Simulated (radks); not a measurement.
# Ge⁴⁺ in [Ar] 3d10: an all-electron calculation

The task here is to estimate one member of a computed series from the others.

Program: radks (a radial shooting solver on a logarithmic mesh, Libxc functionals) version 1. Level of theory: scalar-relativistic Kohn-Sham, HCTH/407, spin-polarised, spherical densities, point nucleus. These are calculated values, not measurements, unless marked.

**Starting point**

```
element       : germanium (Z = 32)
charge        : +4
electrons     : 28
configuration : [Ar] 3d10
```

Outer shells as boxes (Hund's rule):

Ge⁴⁺
```
[Ar] core
3d [↑↓][↑↓][↑↓][↑↓][↑↓]
```

The first run:

Input:

```text
Z 32
configuration [Ar] 3d10
relativity scalar-relativistic
functional hcth_407
spin polarised
nucleus point
c 137.035999084
```

One of the session's tables, all rows but one given; the rest of the session is left out.

It belongs to the step «Radial structure». Sizes of the orbitals, from the radial functions (bohr):

| level | <r> | outermost maximum (interpolated) | 90 % within | nodes |
| --- | --- | --- | --- | --- |
| 1s | 0.04703 | 0.0308 | 0.0841 | 0 |
| 2s | 0.2100 | 0.176 | 0.325 | 1 |
| 2p | 0.1836 | 0.141 | 0.300 | 0 |
| 3s | ? | ? | ? | ? |
| 3p | 0.6441 | 0.543 | 0.988 | 1 |
| 3d | 0.7110 | 0.502 | 1.19 | 0 |

Estimate the missing values for 3s.

As computed: <r>: 0.6231; outermost maximum (interpolated): 0.542; 90 % within: 0.931; nodes: 2. In the column «<r>» it lies between 2s (0.2100) and 3p (0.6441).
